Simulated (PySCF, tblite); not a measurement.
# C₅H₁₁FSSi₂: geometry, infrared bands and NMR shifts

Wanted: the infrared bands and NMR shifts of C₅H₁₁FSSi₂ (`CC#C[Si@H](CSC)[SiH2]F`), by calculation.

Programs: tblite 0.8.0 and PySCF 2.14.0, with density-fitted response routines of our own. Each step states its level of theory. These are calculated values for one molecule in the gas phase, unless marked as measured. Atoms are numbered from 0 throughout.

## (1) The starting structure

20 atoms, charge 0, multiplicity 1; geometry from: force field or distance geometry start.

Bonds of the start (Å): C0–C1 1.47, C1–C2 1.21, C2–Si3 1.84, Si3–C4 1.88, C4–S5 1.80, S5–C6 1.80, Si3–Si7 2.26, Si7–F8 1.69, C0–H9 1.11, C0–H10 1.13, C0–H11 1.09, Si3–H12 1.44, C4–H13 1.11, C4–H14 1.11, C6–H15 1.13, C6–H16 1.12, C6–H17 1.11, Si7–H18 1.46, Si7–H19 1.46.

## (2) Optimising the geometry with GFN2-xTB

What the job is given:

```
{"job": {"kind": "relax", "xc": "GFN2-xTB", "basis": "xTB"}, "charge": 0, "multiplicity": 1}
C      2.964300     2.575300    -0.357200
C      1.971000     1.488800    -0.326400
C      1.171900     0.576100    -0.291300
Si    -0.051600    -0.792700    -0.258500
C     -1.108600    -0.550600     1.276300
S     -2.133900     0.902600     1.001200
C     -3.336700     0.612700    -0.308000
Si     1.043600    -2.757100     0.006500
F      1.482400    -3.355600    -1.509600
H      2.557800     3.293200    -1.103000
H      2.922800     2.998800     0.689900
H      3.965100     2.210900    -0.602900
H     -0.830800    -0.789700    -1.468400
H     -1.764600    -1.448000     1.347200
H     -0.456600    -0.406500     2.163500
H     -4.118300    -0.138600     0.019600
H     -3.830200     1.565100    -0.614000
H     -2.845400     0.162700    -1.199000
H      2.238300    -2.472100     0.801000
H      0.154700    -3.664700     0.729900
```

Launch:

```bash
> OMP_NUM_THREADS=1 python probes_run.py task.json out
```

This one command runs all jobs of the session in turn.

**Question.** This job is followed by: GFN2-xTB harmonic vibrations, gas phase; GIAO PBE0/pcSseg-1 NMR shielding, non-relativistic, gas phase. What will the session give for the following? strongest single infrared mode (GFN2-xTB); zero-point energy (GFN2-xTB); ¹³C shifts against TMS (PBE0/pcSseg-1); ¹H shifts against TMS (PBE0/pcSseg-1, means over atoms taken as alike); ²⁹Si shifts against TMS (PBE0/pcSseg-1); ³³S shifts against CS2 (PBE0/pcSseg-1); ¹⁹F shifts against CFCl3 (PBE0/pcSseg-1).

As calculated:

| quantity | value |
| --- | --- |
| strongest single infrared mode (GFN2-xTB) | 2254 cm⁻¹, 403 km/mol |
| zero-point energy (GFN2-xTB) | 87.1 kcal/mol |
| ¹³C shifts against TMS (PBE0/pcSseg-1) | 117.5, 78.6, 20.8, 20.2, 6.3 ppm |
| ¹H shifts against TMS (PBE0/pcSseg-1, means over atoms taken as alike) | 5.67, 5.52, 4.90, 2.16, 2.09, 1.54, 1.46 ppm |
| ²⁹Si shifts against TMS (PBE0/pcSseg-1) | 7.9, -77.7 ppm |
| ³³S shifts against CS2 (PBE0/pcSseg-1) | -70 ppm |
| ¹⁹F shifts against CFCl3 (PBE0/pcSseg-1) | -267.5 ppm |

In words: Over 132 steps the energy fell by 0.724 eV; of the close pairs, Si7–F8 changed most, 1.688 to 1.615 Å. The lowest mode is imaginary (21i cm⁻¹), so the xTB geometry is not a minimum. The strongest single mode, at 2254 cm⁻¹, moves mainly H19. GFN2-xTB is a fitted tight-binding method: band positions and strengths are rough. Its intensities can rank the bands wrongly. At PBE0/pcSseg-1: The largest span, 333 ppm, is at S5, where the paramagnetic term is -483 ppm.
